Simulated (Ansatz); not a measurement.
# CHBFNSe: small, medium and large basis sets

The task here is to estimate one member of a computed series from the others.

The runs use Ansatz 0.2.0, Gaussian basis; one geometry, several basis sets.

The runs, in order: PBE0-D4/def2-SVP; ωB97M-V/def2-SVP; PBE0-D4/def2-QZVPP; ωB97M-V/def2-QZVPP; the functionals' def2-TZVPP values are taken from earlier runs.

**Structure used throughout**

The geometry comes from an earlier relaxation with PBE0-D4 in a triple-zeta def2 set; it is a stationary point.

SMILES `FC1=NB[Se]1`, 6 atoms, charge 0, spin multiplicity 1.

Atoms are counted from 1 here; the program's logs count them from 0.

Bond lengths: F1–C2 1.300 Å, C2–N3 1.269 Å, C2–Se5 1.933 Å, N3–B4 1.457 Å, B4–Se5 2.018 Å, B4–H6 1.186 Å. Angles: F1–C2–N3 125.6°, F1–C2–Se5 123.5°, N3–C2–Se5 111.0°, C2–N3–B4 91.1°, N3–B4–Se5 98.9°, N3–B4–H6 130.7°, Se5–B4–H6 130.4°, C2–Se5–B4 59.1°.

Set-up of the first run:

Contents of in.yaml:

```yaml
crystal:
  periodic: [false, false, false]
  atoms:
    - {symbol: F, position_ang: [1.306078, -1.788395, -0.306432]}
    - {symbol: C, position_ang: [0.552071, -0.741846, -0.141875]}
    - {symbol: N, position_ang: [-0.345956, -0.611363, 0.745581]}
    - {symbol: B, position_ang: [-0.667117, 0.725202, 0.262896]}
    - {symbol: Se, position_ang: [0.667177, 0.840351, -1.246734]}
    - {symbol: H, position_ang: [-1.470152, 1.511951, 0.640362]}
basis:
  gaussian: {orbitals: def2-SVP}
hamiltonian: {xc: pbe0, dispersion: d4}
output: {orbitals: {seedname: orbitals}}
```

Launch:

```
$ ansatz run in.yaml --threads 2 --pin off --events-out ev --progress --plain --max-ram 4352MiB
```

Steps of the session up to this table: PBE0-D4 in def2-SVP; ωB97M-V in def2-SVP; PBE0-D4 in def2-QZVPP; ωB97M-V in def2-QZVPP.

One table of the session follows, with a row left open; its other results are not shown here.

It belongs to the step «Density functionals: the series». 

| functional | basis | HOMO (eV) | LUMO (eV) |
| --- | --- | --- | --- |
| PBE0-D4 | def2-SVP | -7.32 | -2.35 |
| PBE0-D4 | def2-TZVPP | -7.40 | -2.36 |
| PBE0-D4 | def2-QZVPP | -7.43 | -2.38 |
| ωB97M-V | def2-SVP | -9.41 | -0.15 |
| ωB97M-V | def2-TZVPP | ? | ? |
| ωB97M-V | def2-QZVPP | -9.55 | -0.27 |

Estimate the missing values for ωB97M-V, def2-TZVPP.

The run gave: HOMO (eV): -9.53; LUMO (eV): -0.23. In the column «HOMO (eV)» it lies between ωB97M-V, def2-QZVPP (-9.55) and ωB97M-V, def2-SVP (-9.41).
